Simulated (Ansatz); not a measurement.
# Ti3Al2: the cost of one run

Computed with Ansatz 0.2.0 (DFT PBE, scalar-relativistic, plane waves, PAW, unless a step's input says otherwise).

1 further run of the same task is left out (it didn't finish).

## Step 1: The structure to begin with

The structure is orthorhombic, space group Cmmm (No. 65). Conventional cell: a = 4.536 Å, b = 6.936 Å, c = 5.495 Å, α = 90.00°, β = 90.00°, γ = 90.00°. Around Ti (site symmetry mm2) lie 2 Ti at 1.67 to 1.91 Å. Ti (site symmetry mmm) has 2 Ti at 1.91 Å in its first shell of neighbours. Al (site symmetry m2m) has 1 Al at 1.56 Å in its first shell of neighbours.

As a file:

```cif
data_structure
_symmetry_space_group_name_H-M 'Cmmm'
_symmetry_Int_Tables_number 65
_cell_length_a 4.5359
_cell_length_b 6.9363
_cell_length_c 5.4951
_cell_angle_alpha 90.000
_cell_angle_beta 90.000
_cell_angle_gamma 90.000
_cell_volume 172.89
loop_
_atom_site_label
_atom_site_type_symbol
_atom_site_symmetry_multiplicity
_atom_site_Wyckoff_symbol
_atom_site_fract_x
_atom_site_fract_y
_atom_site_fract_z
_atom_site_occupancy
Ti1 Ti 4 k 0.00000 0.00000 0.15206 1
Ti2 Ti 2 d 0.00000 0.00000 0.50000 1
Al1 Al 4 i 0.50000 0.88744 0.00000 1
```

Recipe of the guess: random cell by space group and Wyckoff sites (Cmmm, No. 65). The dimensions are guesses.

## Step 2: The guess as it stands, on a coarse mesh

input.yaml reads:

```yaml
crystal:
  lattice:
    - [2.26794539, -3.46815868, 0.0]
    - [2.26794539, 3.46815868, 0.0]
    - [0.0, 0.0, 5.49509665]
  atoms:
    - { symbol: Ti, position: [0.0, 0.0, 0.15205855] }
    - { symbol: Ti, position: [0.0, 0.0, 0.84794145] }
    - { symbol: Ti, position: [0.0, 0.0, 0.5] }
    - { symbol: Al, position: [0.6125552, 0.3874448, 0.0] }
    - { symbol: Al, position: [0.3874448, 0.6125552, 0.0] }
basis:
  ecutwfc: 420
kpoints:
  mp_grid: { grid: [4, 4, 4] }
hamiltonian:
  xc: pbe
scf:
  occupations: { method: gaussian, width: 0.1 }
  lower_state_search: "off"
output:
  forces: true
  stress: true
  eigenvalues: true
```

Started as:

```
> ansatz run input.yaml --threads 1 --pin off --max-ram 2560MiB --backend cpu --events-out ev --progress --plain --runs-dir out
```

Q: Estimate wall time and peak memory on 1 thread of Intel Xeon at 2.60GHz (Ice Lake), shared host.

About 2.4 s, with a peak of 0.42 GiB.
